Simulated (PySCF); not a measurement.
# C3H2OS2Se: the cost of one run

Computed with PySCF 2.14.0 and routines of our own; the level stands in each step. Atoms count from 0.

## 1. The starting structure

9 atoms, charge 0, multiplicity 1; geometry from: GFN2-xTB.

## 2. Magnetic properties: GIAO B3LYP/pcSseg-1

Job settings and geometry (Å):

```
{"job": {"kind": "mag", "xc": "B3LYP", "basis": "pcSseg-1", "isotopologues": 2}, "charge": 0, "multiplicity": 1}
O     -2.068001    -0.752643     0.005367
C     -0.837335    -0.216458     0.003096
C     -0.605308     1.104090     0.048507
Se     1.177241     1.676758     0.040172
C      1.825788    -0.103365    -0.036625
S      3.402290    -0.511620    -0.076400
S      0.549640    -1.304607    -0.061248
H     -2.032516    -1.716118    -0.035479
H     -1.398237     1.829957     0.087430
```

Level: GIAO B3LYP/pcSseg-1 magnetisability, rotational g tensor and spin-rotation constants, non-relativistic, gas phase.

Run with:

```
> OMP_NUM_THREADS=1 python excited_run.py task.json out
```

This one command runs all jobs of the session in turn.

Q: Estimate the wall time and peak memory of this first job on 1 thread of Intel Xeon 6975P-C, shared host.

About 20 s, with a peak of 0.79 GiB.
